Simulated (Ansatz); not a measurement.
# C7H9N: basis-set convergence

The task here is to estimate one member of a computed series from the others.

Program: Ansatz 0.2.0, Gaussian basis. Level of theory: one geometry, several basis sets. These are calculated values, not measurements.

Plan: PBE0-D4/def2-SVP; ωB97M-V/def2-SVP; PBE0-D4/def2-QZVPP; ωB97M-V/def2-QZVPP; the functionals' def2-TZVPP values are taken from earlier runs.

### The relaxed structure

All runs share one geometry, relaxed beforehand with PBE0-D4 in a triple-zeta def2 set.

SMILES `N#CC1C=CCCC1`, 17 atoms, charge 0, spin multiplicity 1.

Atoms are counted from 1 here; the program's logs count them from 0.

Bond lengths: N1–C2 1.150 Å, C2–C3 1.463 Å, C3–C4 1.509 Å, C3–C8 1.534 Å, C3–H9 1.096 Å, C4–C5 1.327 Å, C4–H10 1.085 Å, C5–C6 1.494 Å, C5–H11 1.086 Å, C6–C7 1.522 Å, C6–H12 1.095 Å, C6–H13 1.098 Å, C7–C8 1.519 Å, C7–H14 1.095 Å, C7–H15 1.092 Å, C8–H16 1.092 Å, C8–H17 1.095 Å. Angles: N1–C2–C3 179.2°, C2–C3–C4 110.1°, C2–C3–C8 111.0°, C2–C3–H9 106.1°, C4–C3–C8 111.6°, C4–C3–H9 108.7°, C8–C3–H9 109.1°, C3–C4–C5 122.7°, C3–C4–H10 116.7°, C5–C4–H10 120.6°, C4–C5–C6 124.2°, C4–C5–H11 118.6°, C6–C5–H11 117.2°, C5–C6–C7 112.3°, C5–C6–H12 109.2°, C5–C6–H13 108.9°, C7–C6–H12 110.4°, C7–C6–H13 110.4° and more.

The first run:

Contents of in.yaml:

```yaml
crystal:
  periodic: [false, false, false]
  atoms:
    - {symbol: N, position_ang: [0.641059, -2.412398, 2.140252]}
    - {symbol: C, position_ang: [0.857104, -1.475487, 1.509129]}
    - {symbol: C, position_ang: [1.112342, -0.280065, 0.705982]}
    - {symbol: C, position_ang: [1.139446, -0.635964, -0.760448]}
    - {symbol: C, position_ang: [0.179248, -0.276396, -1.602501]}
    - {symbol: C, position_ang: [-1.053667, 0.467029, -1.201859]}
    - {symbol: C, position_ang: [-1.237916, 0.507455, 0.308110]}
    - {symbol: C, position_ang: [0.078216, 0.813016, 1.001637]}
    - {symbol: H, position_ang: [2.106006, 0.078061, 0.999941]}
    - {symbol: H, position_ang: [1.994273, -1.205542, -1.108825]}
    - {symbol: H, position_ang: [0.283770, -0.535588, -2.652330]}
    - {symbol: H, position_ang: [-1.924071, 0.006302, -1.679953]}
    - {symbol: H, position_ang: [-1.002699, 1.485906, -1.608903]}
    - {symbol: H, position_ang: [-1.609448, -0.461311, 0.658849]}
    - {symbol: H, position_ang: [-1.991009, 1.250769, 0.579627]}
    - {symbol: H, position_ang: [-0.055637, 0.914103, 2.080370]}
    - {symbol: H, position_ang: [0.482984, 1.760111, 0.630913]}
basis:
  gaussian: {orbitals: def2-SVP}
hamiltonian: {xc: pbe0, dispersion: d4}
output: {orbitals: {seedname: orbitals}}
```

Command:

```
ansatz run in.yaml --threads 2 --pin off --events-out ev --progress --plain --max-ram 20480MiB --backend cpu
```

Among the steps run: PBE0-D4 in def2-SVP; ωB97M-V in def2-SVP; PBE0-D4 in def2-QZVPP; ωB97M-V in def2-QZVPP.

One table of the session follows, with a row left open; its other results are not shown here.

It belongs to the step «Functionals by basis». 

| functional | basis | HOMO (eV) | LUMO (eV) |
| --- | --- | --- | --- |
| PBE0-D4 | def2-SVP | -7.62 | 0.03 |
| PBE0-D4 | def2-TZVPP | -7.66 | -0.14 |
| PBE0-D4 | def2-QZVPP | -7.67 | -0.19 |
| ωB97M-V | def2-SVP | -9.86 | 2.22 |
| ωB97M-V | def2-TZVPP | ? | ? |
| ωB97M-V | def2-QZVPP | -9.92 | 1.46 |

Q: Estimate the row for ωB97M-V, def2-TZVPP from the others.

As computed: HOMO (eV): -9.90; LUMO (eV): 1.92. In the column «HOMO (eV)» it lies between ωB97M-V, def2-QZVPP (-9.92) and ωB97M-V, def2-SVP (-9.86).
